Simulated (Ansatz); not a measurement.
# C2H6OSi2: small, medium and large basis sets

The task here is to estimate one member of a computed series from the others.

The runs use Ansatz 0.2.0, Gaussian basis; one geometry, several basis sets.

The runs, in order: PBE0-D4/def2-SVP; ωB97M-V/def2-SVP; PBE0-D4/def2-QZVPP; ωB97M-V/def2-QZVPP; the functionals' def2-TZVPP values are taken from earlier runs.

## Structure used throughout

The geometry comes from an earlier relaxation with PBE0-D4 in a triple-zeta def2 set; it is a stationary point, not always the lowest conformer.

SMILES `O[SiH2]C#C[SiH3]`, 11 atoms, charge 0, spin multiplicity 1.

Atoms are counted from 1 here; the program's logs count them from 0.

Bond lengths: O1–Si2 1.641 Å, O1–H6 0.958 Å, Si2–C3 1.830 Å, Si2–H7 1.485 Å, Si2–H8 1.477 Å, C3–C4 1.215 Å, C4–Si5 1.826 Å, Si5–H9 1.483 Å, Si5–H10 1.483 Å, Si5–H11 1.483 Å. Angles: Si2–O1–H6 117.9°, O1–Si2–C3 111.3°, O1–Si2–H7 112.0°, O1–Si2–H8 106.2°, C3–Si2–H7 106.9°, C3–Si2–H8 109.7°, H7–Si2–H8 110.8°, Si2–C3–C4 179.3°, C3–C4–Si5 179.7°, C4–Si5–H9 109.2°, C4–Si5–H10 109.2°, C4–Si5–H11 109.0°, H9–Si5–H10 109.8°, H9–Si5–H11 109.7°, H10–Si5–H11 109.8°.

Set-up of the first run:

File in.yaml:

```yaml
crystal:
  periodic: [false, false, false]
  atoms:
    - {symbol: O, position_ang: [-1.914593, -1.887523, 1.499063]}
    - {symbol: Si, position_ang: [-0.322844, -1.495329, 1.576626]}
    - {symbol: C, position_ang: [0.129445, -0.290294, 0.275184]}
    - {symbol: C, position_ang: [0.424727, 0.521225, -0.579489]}
    - {symbol: Si, position_ang: [0.872811, 1.733012, -1.869745]}
    - {symbol: H, position_ang: [-2.553987, -1.174107, 1.511956]}
    - {symbol: H, position_ang: [0.036476, -0.879322, 2.878923]}
    - {symbol: H, position_ang: [0.421898, -2.754427, 1.369311]}
    - {symbol: H, position_ang: [1.607094, 2.861113, -1.246904]}
    - {symbol: H, position_ang: [1.730920, 1.073013, -2.883216]}
    - {symbol: H, position_ang: [-0.366647, 2.235540, -2.511109]}
basis:
  gaussian: {orbitals: def2-SVP}
hamiltonian: {xc: pbe0, dispersion: d4}
output: {orbitals: {seedname: orbitals}}
```

Among the steps run: PBE0-D4 in def2-SVP; ωB97M-V in def2-SVP; PBE0-D4 in def2-QZVPP; ωB97M-V in def2-QZVPP.

One table of the session follows, with a row left open; its other results are not shown here.

It belongs to the step «Functionals by basis». 

| functional | basis | HOMO (eV) |
| --- | --- | --- |
| PBE0-D4 | def2-SVP | -8.13 |
| PBE0-D4 | def2-TZVPP | -8.19 |
| PBE0-D4 | def2-QZVPP | -8.21 |
| ωB97M-V | def2-SVP | -10.29 |
| ωB97M-V | def2-TZVPP | ? |
| ωB97M-V | def2-QZVPP | -10.40 |

Estimate the missing values for ωB97M-V, def2-TZVPP.

As computed: HOMO (eV): -10.39. In the column «HOMO (eV)» it lies between ωB97M-V, def2-QZVPP (-10.40) and ωB97M-V, def2-SVP (-10.29).
